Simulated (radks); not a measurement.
# K with its nuclear charge varied continuously

What is the energy between the elements? 19 electrons are held in [Ar] 4s1 while Z is changed in small steps.

Program: radks (a radial shooting solver on a logarithmic mesh, Libxc functionals) version 1. Level of theory: scalar-relativistic Kohn-Sham, PBEsol, spin-polarised, spherical densities, finite nucleus; open shells are filled with parallel spins first. These are calculated values, not measurements, unless marked.

**1. What is computed**

| Property | Result |
| --- | --- |
| element | potassium (Z = 19) |
| charge | 0 |
| electrons | 19 |
| configuration | [Ar] 4s1 |
| nuclear rms radius | 3.4349 fm |

Outer shells as boxes (Hund's rule):

K
```
[Ar] core
4s [↑ ]
```

**2. Z = 19**

Settings of this run:

```text
Z 19
configuration [Ar] 4s1
relativity scalar-relativistic
functional pbe_sol,pbe_sol
spin polarised
nucleus finite rms 3.4349 fm
c 137.035999084
```

**3. Z = 18.8**

Settings, as their differences from step 2:

```diff
@@ -1,2 +1,2 @@
-Z 19
+Z 18.8
 configuration [Ar] 4s1
```

**4. Z = 18.9**

Settings, as their differences from step 3:

```diff
@@ -1,2 +1,2 @@
-Z 18.8
+Z 18.9
 configuration [Ar] 4s1
```

**5. Z = 19.1**

Settings, as their differences from step 4:

```diff
@@ -1,2 +1,2 @@
-Z 18.9
+Z 19.1
 configuration [Ar] 4s1
```

**6. Z = 19.2**

Settings, as their differences from step 5:

```diff
@@ -1,2 +1,2 @@
-Z 19.1
+Z 19.2
 configuration [Ar] 4s1
```

**7. Z = 19.3**

Settings, as their differences from step 6:

```diff
@@ -1,2 +1,2 @@
-Z 19.2
+Z 19.3
 configuration [Ar] 4s1
```

**8. Z = 19.4**

Settings, as their differences from step 7:

```diff
@@ -1,2 +1,2 @@
-Z 19.3
+Z 19.4
 configuration [Ar] 4s1
```

**9. Z = 19.5**

Settings, as their differences from step 8:

```diff
@@ -1,2 +1,2 @@
-Z 19.4
+Z 19.5
 configuration [Ar] 4s1
```

**10. Z = 19.6**

Settings, as their differences from step 9:

```diff
@@ -1,2 +1,2 @@
-Z 19.5
+Z 19.6
 configuration [Ar] 4s1
```

**11. Z = 19.7**

Settings, as their differences from step 10:

```diff
@@ -1,2 +1,2 @@
-Z 19.6
+Z 19.7
 configuration [Ar] 4s1
```

**12. Z = 19.8**

Settings, as their differences from step 11:

```diff
@@ -1,2 +1,2 @@
-Z 19.7
+Z 19.8
 configuration [Ar] 4s1
```

**13. Z = 19.9**

Settings, as their differences from step 12:

```diff
@@ -1,2 +1,2 @@
-Z 19.8
+Z 19.9
 configuration [Ar] 4s1
```

**14. Z = 20**

Settings, as their differences from step 13:

```diff
@@ -1,2 +1,2 @@
-Z 19.9
+Z 20
 configuration [Ar] 4s1
```

Before running it: what results should come out? Wanted: for each run, Z; E; E(electron-nucleus)/Z; highest level; its energy; <r>.

**Answer**, as computed:

```
   Z  E (hartree)  E(electron-nucleus)/Z (hartree)  highest level  its energy (eV)  <r> (bohr)
18.8   -586.31408                         -74.3364          4s up           -1.527       5.443
18.9   -593.77643                         -74.8500          4s up           -2.017       5.153
  19   -601.29018                         -75.3630          4s up           -2.543       4.908
19.1   -608.85526                         -75.8754          4s up           -3.101       4.698
19.2   -616.47162                         -76.3874          4s up           -3.690       4.514
19.3   -624.13923                         -76.8990          4s up           -4.308       4.352
19.4   -631.85805                         -77.4103          4s up           -4.954       4.207
19.5   -639.62805                         -77.9213          4s up           -5.626       4.076
19.6   -647.44921                         -78.4322          4s up           -6.324       3.956
19.7   -655.32152                         -78.9428          4s up           -7.047       3.847
19.8   -663.24495                         -79.4533          4s up           -7.794       3.746
19.9   -671.21949                         -79.9636          4s up           -8.566       3.652
  20   -679.24513                         -80.4739          4s up           -9.360       3.565
```

What this shows: At Z = 19 the central difference of E is -75.394 hartree, against -75.363 from the Hellmann-Feynman theorem; the scalar-relativistic energy here is not variational, so the two differ by a part that grows with Z. The top level goes from -1.527 eV at Z = 18.8 to -9.360 eV at Z = 20.
